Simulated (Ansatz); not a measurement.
# C₆H₄N₂: how energies converge with the basis set

One table from this session's results is given with a row withheld; the runs are named, their logs left out.

Method: one geometry, several basis sets; program: Ansatz 0.2.0, Gaussian basis.

Levels to be run: PBE0-D4/def2-SVP; ωB97M-V/def2-SVP; PBE0-D4/def2-QZVPP; ωB97M-V/def2-QZVPP; the functionals' def2-TZVPP values are taken from earlier runs.

## The geometry

An earlier PBE0-D4 in a triple-zeta def2 set relaxation fixed the geometry.

SMILES `N#Cc1ccccn1`, 12 atoms, charge 0, spin multiplicity 1.

Atoms are counted from 1 here; the program's logs count them from 0.

Bond lengths: N1–C2 1.150 Å, C2–C3 1.437 Å, C3–C4 1.391 Å, C3–N8 1.332 Å, C4–C5 1.384 Å, C4–H9 1.082 Å, C5–C6 1.384 Å, C5–H10 1.084 Å, C6–C7 1.389 Å, C6–H11 1.083 Å, C7–N8 1.324 Å, C7–H12 1.086 Å. Angles: N1–C2–C3 177.9°, C2–C3–C4 119.1°, C2–C3–N8 116.8°, C4–C3–N8 124.0°, C3–C4–C5 117.9°, C3–C4–H9 120.2°, C5–C4–H9 121.9°, C4–C5–C6 118.7°, C4–C5–H10 120.4°, C6–C5–H10 120.9°, C5–C6–C7 118.6°, C5–C6–H11 121.2°, C7–C6–H11 120.2°, C6–C7–N8 123.6°, C6–C7–H12 120.4°, N8–C7–H12 115.9°, C3–N8–C7 117.1°.

The first run:

Input file in.yaml:

```yaml
crystal:
  periodic: [false, false, false]
  atoms:
    - {symbol: N, position_ang: [1.846762, -1.241807, 2.916669]}
    - {symbol: C, position_ang: [1.258244, -0.930644, 1.978453]}
    - {symbol: C, position_ang: [0.529274, -0.490493, 0.820335]}
    - {symbol: C, position_ang: [0.339489, 0.872742, 0.616954]}
    - {symbol: C, position_ang: [-0.365669, 1.268282, -0.506069]}
    - {symbol: C, position_ang: [-0.845055, 0.296563, -1.366890]}
    - {symbol: C, position_ang: [-0.598155, -1.037506, -1.067535]}
    - {symbol: N, position_ang: [0.074053, -1.437028, 0.001147]}
    - {symbol: H, position_ang: [0.737326, 1.588889, 1.324371]}
    - {symbol: H, position_ang: [-0.536753, 2.319854, -0.703406]}
    - {symbol: H, position_ang: [-1.401897, 0.560360, -2.257511]}
    - {symbol: H, position_ang: [-0.960618, -1.824311, -1.722418]}
basis:
  gaussian: {orbitals: def2-SVP}
hamiltonian: {xc: pbe0, dispersion: d4}
output: {orbitals: {seedname: orbitals}}
```

Run with:

```bash
> ansatz run in.yaml --threads 2 --pin off --events-out ev --progress --plain --max-ram 22528MiB --backend cpu
```

Steps of the session up to this table: PBE0-D4 in def2-SVP; ωB97M-V in def2-SVP; PBE0-D4 in def2-QZVPP; ωB97M-V in def2-QZVPP.

One of the session's tables, all rows but one given; the rest of the session is left out.

It belongs to the step «Density functionals: the series». 

| functional | basis | HOMO (eV) | LUMO (eV) |
| --- | --- | --- | --- |
| PBE0-D4 | def2-SVP | ? | ? |
| PBE0-D4 | def2-TZVPP | -8.19 | -1.98 |
| PBE0-D4 | def2-QZVPP | -8.20 | -2.01 |
| ωB97M-V | def2-SVP | -10.18 | 0.27 |
| ωB97M-V | def2-TZVPP | -10.22 | 0.09 |
| ωB97M-V | def2-QZVPP | -10.23 | 0.04 |

Q: Estimate the row for PBE0-D4, def2-SVP from the others.

**Answer.** HOMO (eV): -8.17; LUMO (eV): -1.86. In the column «HOMO (eV)» it is the highest.
